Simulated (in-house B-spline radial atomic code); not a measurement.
# Ir⁶⁺: density, ELF and screening along the radius

Aim: the shell structure of Ir⁶⁺ in the radial density, the electron localisation function and the screened nuclear charge, under several settings.

The numbers are computed with in-house B-spline radial atomic code version 1 (several methods, spin-polarised, as named in each step; spherical all-electron atom at the radial basis limit), except any that are marked as measured or tabulated.

## Step 1: The atom as given

* element: iridium (Z = 77)
* charge: +6
* electrons: 71
* configuration: [Kr] 4d9 4f14 5s2 5p6 5d3 6f1
* nucleus: point (non-relativistic runs) or finite (X2C runs)

Outer shells as boxes (Hund's rule):

[Kr] 4d9 4f14 5s2 5p6 5d3 6f1
```
[Kr] core
4d [↑↓][↑↓][↑↓][↑↓][↑ ]
4f [↑↓][↑↓][↑↓][↑↓][↑↓][↑↓][↑↓]
5s [↑↓]
5p [↑↓][↑↓][↑↓]
5d [↑ ][↑ ][↑ ][  ][  ]
6f [↑ ][  ][  ][  ][  ][  ][  ]
```

Where spins are not typed, each open shell is filled with up spins first.

## Step 2: PBE, X2C, [Kr] 4d9 4f14 5s2 5p6 5d3 6f1

The run's settings:

```ini
Z = 77
electrons = 71.0
configuration = [Kr] 4d9 4f14 5s2 5p6 5d3 6f1
hamiltonian = x2c
method = pbe,pbe
spin_polarised = True
nucleus = fermi
rms_radius = 5.4032
mass_number = 193
atomic_mass = 192.962923753
speed_of_light = 137.035999084
```

The run is started by

```sh
$ python run_scf.py task.json out
```

task.json lists these runs, among others, and the program works through them in turn.

## Step 3: PBE, non-rel., [Xe] 4f13 5d3 5f1

The run's settings:

```ini
Z = 77
electrons = 71.0
configuration = [Xe] 4f13 5d3 5f1
hamiltonian = nr
method = pbe,pbe
spin_polarised = True
```

## Step 4: Hartree-Fock, X2C, [Kr] 4d10 4f14 5s2 5p5 5d3 5f1

The run's settings:

```ini
Z = 77
electrons = 71.0
configuration = [Kr] 4d10 4f14 5s2 5p5 5d3 5f1
hamiltonian = x2c
method = hf
spin_polarised = True
nucleus = fermi
rms_radius = 5.4032
mass_number = 193
atomic_mass = 192.962923753
speed_of_light = 137.035999084
```

## Step 5: LDA (VWN5), X2C, [Kr] 4d9 4f14 5s2 5p6 5d3 5f1

The run's settings:

```ini
Z = 77
electrons = 71.0
configuration = [Kr] 4d9 4f14 5s2 5p6 5d3 5f1
hamiltonian = x2c
method = lda,vwn
spin_polarised = True
nucleus = fermi
rms_radius = 5.4032
mass_number = 193
atomic_mass = 192.962923753
speed_of_light = 137.035999084
```

Q: How large is the system in each run, where do the shell borders lie, and what is the highest level?

**Answer**, as computed:

| run | total energy (hartree) | highest level (eV) | radius holding 50 / 90 / 99 % (bohr) | radius at n = 0.001 (bohr) | ELF minima on the full grid (bohr) |
| --- | --- | --- | --- | --- | --- |
| PBE, X2C, [Kr] 4d9 4f14 5s2 5p6 5d3 6f1 | -17808.0749 | -27.746 | 0.351 / 1.06 / 3.55 | 4.79 | 0.027, 0.086, 0.27, 0.69, 2.8 |
| PBE, non-rel., [Xe] 4f13 5d3 5f1 | -16796.8300 | -43.536 | 0.357 / 1.09 / 2.09 | 3.30 | 0.031, 0.12, 0.28, 0.82 |
| Hartree-Fock, X2C, [Kr] 4d10 4f14 5s2 5p5 5d3 5f1 | -17812.5162 | -45.727 | 0.351 / 1.05 / 2.15 | 3.43 | 0.026, 0.097, 0.29, 0.70 |
| LDA (VWN5), X2C, [Kr] 4d9 4f14 5s2 5p6 5d3 5f1 | -17797.5682 | -43.035 | 0.351 / 1.06 / 2.10 | 3.34 | 0.025, 0.094, 0.28, 0.67 |

**Reading.** In the first run ELF has 5 minima on the grid, which mark the borders between shells. On the record's full grid the screened charge (r times the electrostatic potential) falls from 76.8 near the nucleus to 6.00 at 14 bohr; far out it tends to the net charge, 6. The radius that holds 99 % of the electrons runs from 2.09 bohr (PBE, non-rel., [Xe] 4f13 5d3 5f1) to 3.55 bohr (PBE, X2C, [Kr] 4d9 4f14 5s2 5p6 5d3 6f1). The grid is coarse (about 26 % a step), so the places of minima are rough. For X2C runs ELF uses the non-relativistic kinetic energy density, and the fields carry no picture-change correction.
